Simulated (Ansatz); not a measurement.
Wanted: the native input for an Ansatz 0.2.0 run.

```yaml
Task: single point
Functional: LDA
Potentials_or_basis: Ansatz PAW
Cutoff: "420 eV (not typed: the program's choice for these potentials)"
k_mesh: 6 × 6 × 6
Occupations: gaussian, width 0.05 eV
Spin: collinear spin, ferromagnetic start
Starting_moments: "[1.0, 0.0, 0.0] μB"
Fixed_moment: 1 μB
Hubbard_terms: Ru d U = 4 eV
Hubbard_projectors: ortho-atomic (the default)
Double_counting: fll (the default)
```

The system is RuS2.

```
CELL_PARAMETERS angstrom
1.81455 1.04763 5.48607
-1.81455 1.04763 5.48607
0.00000 -2.09526 5.48607
ATOMIC_POSITIONS crystal
Ru 0.00000 0.00000 0.00000
S 0.25200 0.25200 0.25200
S 0.74800 0.74800 0.74800
```

The cell was built by a generator and needn't be a form met in nature.

One way to write it, as run:

input.yaml

```yaml
crystal:
  lattice:
    - [1.8145504, 1.04763116, 5.48606926]
    - [-1.8145504, 1.04763116, 5.48606926]
    - [0.0, -2.09526232, 5.48606926]
  atoms:
    - { symbol: Ru, position: [0.0, 0.0, 0.0], spin: 1.0 }
    - { symbol: S, position: [0.252, 0.252, 0.252] }
    - { symbol: S, position: [0.748, 0.748, 0.748] }
hamiltonian:
  xc: lda
  pseudopotentials: { kind: paw }
  hubbard: { sites: [{ species: Ru, l: d, u_eff: 4.0 }] }
magnetization:
  spin_polarized: true
  initial_magnetization: 1.0
  spin_locking: { lock_magnetization: hard }
kpoints:
  mp_grid: { grid: [6, 6, 6] }
scf:
  occupations: { method: gaussian, width: 0.05 }
output:
  forces: true
  stress: true
  eigenvalues: true
```

Potentials or basis: Ansatz PAW.

Command:

```bash
$ ansatz run input.yaml --threads 2 --pin off --max-ram 5632MiB --backend cpu --events-out ev --progress --plain --runs-dir out
```

It gave:

* Pressure: -15.7 GPa
* Largest force: 1.340 eV/Å
* Net moment: 1.00 μB per cell
* Absolute moment: 1.24 μB per cell
* Site moments: Ru +0.94; S -0.05 μB

Caveat: the magnetic or orbital state may not be the lowest; the total moment is fixed, so each spin has its own Fermi level; the PAW data sets come from PBE, with cores solved anew for the run's functional, which leaves a small shift of forces and pressure; forces of over 1 eV/Å show positions far from the minimum, so gaps and moduli don't describe the material at rest; the thresholds are loose for stress.

It took 79 s on 2 threads of Arm Neoverse V2, with other jobs on the host, peak memory 0.86 GiB.
